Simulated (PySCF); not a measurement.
# The bond of InSb, level by level, part 2 of 2

PySCF 2.14.0; In def2-TZVPPD with ECP28, Sb def2-TZVPPD with ECP28; scalar-relativistic core potentials.

## (13) ωB97X-V (range-separated hybrid)

Output of the SCF at 2.949 Å:

```text
[... 17 set-up lines left out, the same as in an earlier log ...]
XC functionals = WB97X_V
    N. Mardirossian and M. Head-Gordon.,  Phys. Chem. Chem. Phys. 16, 9904-9924 (2014)
** Following is NLC and NLC Grids **
NLC functional = WB97X_V
[... 2 set-up lines left out, the same as in an earlier log ...]
init E= -430.335577944587
cycle= 1 E= -430.337144800004  delta_E= -0.00157  |g|= 0.0101  |ddm|= 0.181
cycle= 2 E= -430.337298648546  delta_E= -0.000154  |g|= 0.00412  |ddm|= 0.0479
cycle= 3 E= -430.337322735174  delta_E= -2.41e-05  |g|= 0.00259  |ddm|= 0.0162
cycle= 4 E= -430.33733055054  delta_E= -7.82e-06  |g|= 0.000557  |ddm|= 0.00953
cycle= 5 E= -430.337331896185  delta_E= -1.35e-06  |g|= 0.000268  |ddm|= 0.00311
cycle= 6 E= -430.33733223435  delta_E= -3.38e-07  |g|= 0.000123  |ddm|= 0.00158
cycle= 7 E= -430.337332302256  delta_E= -6.79e-08  |g|= 4.34e-05  |ddm|= 0.000844
cycle= 8 E= -430.337332311743  delta_E= -9.49e-09  |g|= 1.93e-05  |ddm|= 0.000327
cycle= 9 E= -430.33733231428  delta_E= -2.54e-09  |g|= 8.87e-06  |ddm|= 0.000165
cycle= 10 E= -430.337332314647  delta_E= -3.67e-10  |g|= 3.17e-06  |ddm|= 6.23e-05
Extra cycle  E= -430.337332314674  delta_E= -2.71e-11  |g|= 1.92e-06  |ddm|= 1.35e-05
converged SCF energy = -430.337332314674  <S^2> = 2.0054983  2S+1 = 3.0036633
```

Re = 2.906 Å, ωe = 152.0 cm⁻¹, ωexe = 0.270 cm⁻¹, αe = 9.25e-05 cm⁻¹, Be = 0.03390 cm⁻¹, De = 1.82 eV, μ = -2.00 D. 2 min of CPU time for 12 points, integrals apart.

## (14) UHF (mean field)

Output of the SCF at 2.949 Å:

```text
******** <class 'pyscf.scf.uhf_symm.SymAdaptedUHF'> ********
method = SymAdaptedUHF
[... 11 set-up lines left out, the same as in an earlier log ...]
max_memory 4900 MB (current use 1457 MB)
[... 1 set-up line left out, the same as in an earlier log ...]
Overwritten attributes  get_jk get_hcore get_k get_j get_occ  of <class 'pyscf.scf.uhf_symm.SymAdaptedUHF'>
<class 'pyscf.scf.uhf_symm.SymAdaptedUHF'> does not have attributes  refdm
[... 1 set-up line left out, the same as in an earlier log ...]
init E= -428.494986060239
cycle= 1 E= -428.510211981586  delta_E= -0.0152  |g|= 0.0433  |ddm|= 0.594
cycle= 2 E= -428.511612193865  delta_E= -0.0014  |g|= 0.0135  |ddm|= 0.186
cycle= 3 E= -428.51183489295  delta_E= -0.000223  |g|= 0.0063  |ddm|= 0.0407
cycle= 4 E= -428.51189623724  delta_E= -6.13e-05  |g|= 0.00182  |ddm|= 0.0294
cycle= 5 E= -428.511909826941  delta_E= -1.36e-05  |g|= 0.000847  |ddm|= 0.0116
cycle= 6 E= -428.511912500118  delta_E= -2.67e-06  |g|= 0.000516  |ddm|= 0.00388
cycle= 7 E= -428.511914181133  delta_E= -1.68e-06  |g|= 0.000275  |ddm|= 0.00394
cycle= 8 E= -428.511914823134  delta_E= -6.42e-07  |g|= 0.000147  |ddm|= 0.00282
cycle= 9 E= -428.511914992479  delta_E= -1.69e-07  |g|= 7.01e-05  |ddm|= 0.00158
cycle= 10 E= -428.511915025231  delta_E= -3.28e-08  |g|= 1.94e-05  |ddm|= 0.000852
cycle= 11 E= -428.511915026947  delta_E= -1.72e-09  |g|= 5.37e-06  |ddm|= 0.000175
cycle= 12 E= -428.511915027011  delta_E= -6.4e-11  |g|= 1.75e-06  |ddm|= 2.87e-05
Extra cycle  E= -428.511915027016  delta_E= -4.43e-12  |g|= 8.86e-07  |ddm|= 5.81e-06
converged SCF energy = -428.511915027016  <S^2> = 2.0252394  2S+1 = 3.0167793
```

Re = 2.980 Å, ωe = 140.1 cm⁻¹, ωexe = 0.428 cm⁻¹, αe = 0.000106 cm⁻¹, Be = 0.03222 cm⁻¹, De = 0.67 eV, μ = -2.30 D.

## (15) Correlated methods on the Hartree–Fock reference

Reference: UHF; core orbitals frozen: 8.

Correlation energy (eV) along the bond:

```csv
R (Å),MP2,SCS-MP2
2.536,-15.570,-13.821
2.654,-15.498,-13.768
2.772,-15.439,-13.727
2.861,-15.403,-13.702
2.949,-15.372,-13.681
3.038,-15.345,-13.663
3.155,-15.312,-13.640
3.303,-15.265,-13.601
3.480,-15.168,-13.504
3.716,-15.009,-13.339
```

UHF-MP2: Re = 2.907 Å, ωe = 148.0 cm⁻¹, Be = 0.03385 cm⁻¹, De = 1.48 eV.

UHF-SCS-MP2: Re = 2.932 Å, ωe = 144.5 cm⁻¹, Be = 0.03329 cm⁻¹, De = 1.45 eV.

## (16) The curves together

Energy (eV) from each level's lowest point:

```csv
R (Å),UHF,UHF-MP2,UHF-SCS-MP2,PBE,PBEsol,r²SCAN,M06-L,r²SCANh,PBE0,M06,MN15,ωB97X-V
2.536,0.702,0.504,0.562,0.641,0.541,0.580,0.681,0.566,0.584,0.666,0.529,0.513
2.654,0.326,0.200,0.239,0.294,0.229,0.252,0.317,0.242,0.254,0.302,0.219,0.204
2.772,0.114,0.047,0.068,0.100,0.064,0.076,0.112,0.070,0.076,0.100,0.059,0.047
2.861,0.033,0.002,0.012,0.027,0.010,0.015,0.032,0.012,0.015,0.026,0.008,0.001
2.949,0.000,0.000,0.000,0.000,0.000,0.000,0.000,0.000,0.000,0.000,0.000,0.000
3.038,0.004,0.031,0.022,0.008,0.023,0.019,0.003,0.022,0.019,0.011,0.025,0.034
3.155,0.051,0.111,0.092,0.058,0.092,0.083,0.047,0.090,0.084,0.067,0.095,0.117
3.303,0.150,0.256,0.230,0.164,0.218,0.205,0.146,0.216,0.208,0.182,0.220,0.263
3.480,0.282,0.486,0.459,0.328,0.401,0.384,0.300,0.399,0.390,0.357,0.399,0.473
3.716,0.421,0.784,0.763,0.571,0.663,0.639,0.530,0.656,0.652,0.614,0.649,0.772
```

The whole job (state search and all levels along the bond) took 7.4 min on 2 threads of Arm Neoverse V2 (shared host), peak memory 5.4 GiB.

## (17) What came out

The summary covers parts 1 to 2.

Lowest PBE0 solution found, without spin–orbit coupling: ³Σ⁻ (triplet), unpaired electrons π ↑↑. State 2 has its PBE0 minimum 0.24 eV higher. State 3 has its PBE0 minimum 0.27 eV higher, as a spin-mixed determinant (⟨S²⟩ = 1.01), so this is no gap between pure states. State 4 has its PBE0 minimum 0.44 eV higher, as a spin-mixed determinant (⟨S²⟩ = 1.02), so this is no gap between pure states. The other levels ran on the lowest alone.

```csv
level,Re (Å),ωe (cm⁻¹),De (eV),μ (D)
UHF,2.980,140.1,0.67,-2.30
UHF-MP2,2.907,148.0,1.48,n/a
UHF-SCS-MP2,2.932,144.5,1.45,n/a
PBE,2.970,138.7,1.84,-1.86
PBEsol,2.928,144.5,1.99,-1.67
r²SCAN,2.940,144.0,1.74,-1.82
M06-L,2.983,136.6,1.98,-1.72
r²SCANh,2.933,145.4,1.70,-1.86
PBE0,2.940,144.6,1.72,-1.94
M06,2.963,143.5,2.11,-1.83
MN15,2.922,144.6,1.68,-1.92
ωB97X-V,2.906,152.0,1.82,-2.00
```

De is counted to In + Sb in their ground configurations. A positive dipole means In(−)Sb(+).

Time per point (s) on 2 threads of Arm Neoverse V2, shared host (CPU time, shared integrals of 1.4 s apart; correlated levels include their reference); the times are rough: UHF 2.7, UHF-MP2 5.3, UHF-SCS-MP2 5.3, PBE 2.3, PBEsol 1.4, r²SCAN 3.2, M06-L 3.4, r²SCANh 5, PBE0 5, M06 4.9, MN15 5.2, ωB97X-V 10.

What this shows: Bond lengths run from 2.906 Å (ωB97X-V) to 2.983 Å (M06-L). Of the levels with a De here, UHF gives the least (0.67 eV) and M06 the most (2.11 eV).

Correlated steps freeze 8 core orbitals. These are scalar-relativistic numbers at best; spin–orbit coupling would shift them, the dissociation energy most. With spin–orbit coupling the term label itself may not hold.
